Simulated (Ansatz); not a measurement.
Consider a check of PAW against all-electron LAPW of Os, space group Fm-3m (the Ansatz DFT code, driven from Python).

`paw_lapw_os.py`
```python
"""PAW against all-electron LAPW for Os."""

import ansatz as az
import numpy as np


def count_gap(report):
    # lowest empty less highest filled band, counting bands; zero where they overlap
    return max(report.get("gap_by_band_count_ev") or 0.0, 0.0)


def main() -> None:
    lattice = az.Lattice.of(
        (0.0, 1.945, 1.945),
        (1.945, 0.0, 1.945),
        (1.945, 1.945, 0.0),
    )
    sites = [
        ("Os", (0.0, 0.0, 0.0)),
    ]
    cell = az.Crystal(lattice=lattice)
    for symbol, position in sites:
        cell = cell.atom(symbol, position)

    job = (
        cell.calculation()
        .kpoints(11, 11, 11)  # sampling of the Brillouin zone
        .occupations("fermi_dirac")  # fractional filling near the Fermi level
        .functional(az.Functional.LDA)
        .stress()
        .forces()
        .band_table()
    )
    variants = {
        "PAW": job.pseudopotentials("paw"),
        "LAPW": job.pseudopotentials("all_electron", lapw=True),
    }
    # totals differ by the cores that each treatment holds, so compare what does not depend on them
    rows = []
    for label, variant in variants.items():
        rep = variant.run().report
        levels = np.array(rep["eigenvalues_ev"][0]) - rep["fermi_energy_ev"]
        print(label, "levels at the first k-point near E_F:", np.round(levels[np.abs(levels) < 5], 3))
        rows.append((label, rep["n_electrons"], np.trace(rep["stress_gpa"]) / 3, count_gap(rep)))
    print("     treatment  electrons in bands           P GPa  gap by band count eV")
    for row in rows:
        print(f"{str(row[0]):>14s}  {row[1]:18.1f}  {row[2]:14.3f}  {row[3]:20.3f}")


if __name__ == "__main__":
    main()
```

How well do the two treatments of the cores agree on the pressure?

PAW gives -25.214 GPa and LAPW -25.172 GPa, 0.042 GPa apart. They took 0.9 and 9.8 s of processor time.

The output:

```console
$ python paw_lapw_os.py
DeckWarning: basis.ecutwfc = 420 eV, auto-derived from the records' recommended cutoffs: set by Os (normal level)
PAW levels at the first k-point near E_F: [-2.706 -2.706 -2.706  0.133  0.133]
LAPW levels at the first k-point near E_F: [-2.705 -2.705 -2.705  0.133  0.133]
     treatment  electrons in bands           P GPa  gap by band count eV
           PAW                16.0         -25.214                 0.000
          LAPW                46.0         -25.172                 0.000
```
(Warnings from the package without file and line.)

Caveats:
- Absolute energies stand on the zero of these potentials, so only differences at equal settings mean something. A total without «per atom» is that of the cell as typed.
- The run is spin-unpolarised.
- For a metal this k-point mesh is coarse: on a finer one energies can move by several to tens of meV an atom and pressures by half a GPa or more, differences at one mesh by less.
- A gap by band count of zero or less means overlapping bands, a metal.
- At these settings the cell as given stands under about -25 GPa, so it isn't at this functional's equilibrium volume.
- This isn't the structure that Os takes at ambient conditions.
- Levels are Kohn-Sham eigenvalues on this mesh, without spin-orbit coupling.
- Pressure is positive in compression; the treatments may keep other shells as core, so totals and counts of electrons can differ.
- Run time: 11 s on 1 thread of Arm Neoverse V1 (shared host), peak memory 0.45 GiB.

(A comment or docstring line of the script was reworded after the run, the code is as it ran; lines on the test bed's own set-up are left out of the output.)
